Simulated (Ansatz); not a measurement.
# FeRh3: the cost of one run

Method: DFT r2SCAN, scalar-relativistic, plane waves, PAW, in Ansatz 0.2.0.

### 1 The structure to begin with

Symmetry: P6_3/mmc, No. 194, hexagonal system. The conventional cell has a = 5.353 Å, b = 5.353 Å, c = 4.314 Å, α = 90.00°, β = 90.00°, γ = 120.00°. Fe (site symmetry -6m2) is surrounded by 12 Rh at 2.65 to 2.68 Å. Rh (site symmetry mm2) has 4 Fe at 2.65 to 2.68 Å and 8 Rh at 2.66 to 2.69 Å as nearest neighbours.

Coordinates:

```cif
data_structure
_symmetry_space_group_name_H-M 'P6_3/mmc'
_symmetry_Int_Tables_number 194
_cell_length_a 5.3534
_cell_length_b 5.3534
_cell_length_c 4.3137
_cell_angle_alpha 90.000
_cell_angle_beta 90.000
_cell_angle_gamma 120.000
_cell_volume 107.06
loop_
_atom_site_label
_atom_site_type_symbol
_atom_site_symmetry_multiplicity
_atom_site_Wyckoff_symbol
_atom_site_fract_x
_atom_site_fract_y
_atom_site_fract_z
_atom_site_occupancy
Fe1 Fe 2 d 0.33333 0.66667 0.75000 1
Rh1 Rh 6 h 0.16780 0.33560 0.25000 1
```

(A quick probe on a coarse mesh, which set the mesh and smearing, is not shown.)

### 3 Relaxing cell and atoms

input.yaml

```yaml
crystal:
  lattice:
    - [5.3534207119, 0.0, 0.0]
    - [-2.676710356, 4.6361983337, 0.0]
    - [0.0, 0.0, 4.31372423]
  atoms:
    - { symbol: Fe, position: [0.33333333, 0.66666667, 0.75], spin: 3.7 }
    - { symbol: Fe, position: [0.66666667, 0.33333333, 0.25], spin: 3.7 }
    - { symbol: Rh, position: [0.16779913, 0.33559826, 0.25], spin: 0.4 }
    - { symbol: Rh, position: [0.66440174, 0.83220087, 0.25], spin: 0.4 }
    - { symbol: Rh, position: [0.16779913, 0.83220087, 0.25], spin: 0.4 }
    - { symbol: Rh, position: [0.83220087, 0.66440174, 0.75], spin: 0.4 }
    - { symbol: Rh, position: [0.33559826, 0.16779913, 0.75], spin: 0.4 }
    - { symbol: Rh, position: [0.83220087, 0.16779913, 0.75], spin: 0.4 }
basis:
  ecutwfc: 500
kpoints:
  mp_grid: { grid: [12, 12, 10] }
hamiltonian:
  xc: r2scan
scf:
  occupations: { method: gaussian, width: 0.1 }
output:
  forces: true
  stress: true
  eigenvalues: true
  populations: true
magnetization:
  spin_polarized: true
relax:
  adjacent_minimum: "off"
  f_tol: 0.01
  max_steps: 80
  cell: { stress_tol: 0.05 }
```

On the command line:

```sh
$ ansatz run input.yaml --threads 4 --pin off --max-ram 10240MiB --backend cpu --events-out ev --progress --plain --runs-dir out
```

Q: Estimate wall time and peak memory on 4 threads of AMD EPYC 7R43 (Zen 3), shared host.

About 13 min, with a peak of 2.2 GiB.
